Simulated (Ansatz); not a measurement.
**H5NO3Ti: small, medium and large basis sets**

How large a basis does H5NO3Ti need? Two functionals are run in growing sets.

The runs use Ansatz 0.2.0, Gaussian basis; one geometry, several basis sets.

Plan: PBE0-D4/def2-SVP; ωB97M-V/def2-SVP; PBE0-D4/def2-QZVPP; ωB97M-V/def2-QZVPP; the functionals' def2-TZVPP values are taken from earlier runs.

### Step 1. Structure used throughout

An earlier PBE0-D4 in a triple-zeta def2 set relaxation fixed the geometry.

10 atoms, charge 0, spin multiplicity 1.

Atoms are counted from 1 here; the program's logs count them from 0.

Bond lengths: N1–Ti2 1.881 Å, N1–H6 1.010 Å, N1–H7 1.010 Å, Ti2–O3 1.801 Å, Ti2–O4 1.805 Å, Ti2–O5 1.809 Å, O3–H8 0.958 Å, O4–H9 0.958 Å, O5–H10 0.957 Å. Angles: Ti2–N1–H6 124.6°, Ti2–N1–H7 124.2°, H6–N1–H7 110.6°, N1–Ti2–O3 107.1°, N1–Ti2–O4 108.0°, N1–Ti2–O5 110.5°, O3–Ti2–O4 113.7°, O3–Ti2–O5 109.2°, O4–Ti2–O5 108.4°, Ti2–O3–H8 129.9°, Ti2–O4–H9 130.4°, Ti2–O5–H10 128.3°.

### Step 2. PBE0-D4 in def2-SVP

in.yaml reads:

```yaml
crystal:
  periodic: [false, false, false]
  atoms:
    - {symbol: N, position_ang: [-0.894687, 0.083620, -1.304704]}
    - {symbol: Ti, position_ang: [0.121827, 0.017160, 0.277104]}
    - {symbol: O, position_ang: [0.746208, -1.665193, 0.433936]}
    - {symbol: O, position_ang: [-0.939300, 0.527352, 1.645659]}
    - {symbol: O, position_ang: [1.517899, 1.163106, 0.180669]}
    - {symbol: H, position_ang: [-1.713346, 0.659794, -1.436755]}
    - {symbol: H, position_ang: [-0.782357, -0.555809, -2.078263]}
    - {symbol: H, position_ang: [1.642532, -1.978681, 0.559603]}
    - {symbol: H, position_ang: [-1.415858, 0.003645, 2.290324]}
    - {symbol: H, position_ang: [1.800381, 1.693808, -0.564473]}
basis:
  gaussian: {orbitals: def2-SVP}
hamiltonian: {xc: pbe0, dispersion: d4}
output: {orbitals: {seedname: orbitals}}
```

The run is started by

```
ansatz run in.yaml --threads 4 --pin off --events-out ev --progress --plain --max-ram 10444MiB
```

After this run come: ωB97M-V in def2-SVP; PBE0-D4 in def2-QZVPP; ωB97M-V in def2-QZVPP.

Q: Predict the results of all the runs planned. Wanted: PBE0-D4: double and triple zeta above quadruple; ωB97M-V: double and triple zeta above quadruple.

**Answer**, as computed:

| quantity | value |
| --- | --- |
| PBE0-D4: double and triple zeta above quadruple | 13.69, 0.89 eV |
| ωB97M-V: double and triple zeta above quadruple | 13.88, 0.84 eV |

What this shows: PBE0-D4 gains 12.80 eV from double to triple zeta, then 0.89 eV more. Total energies overstate the basis error of differences, where much of it tends to cancel.
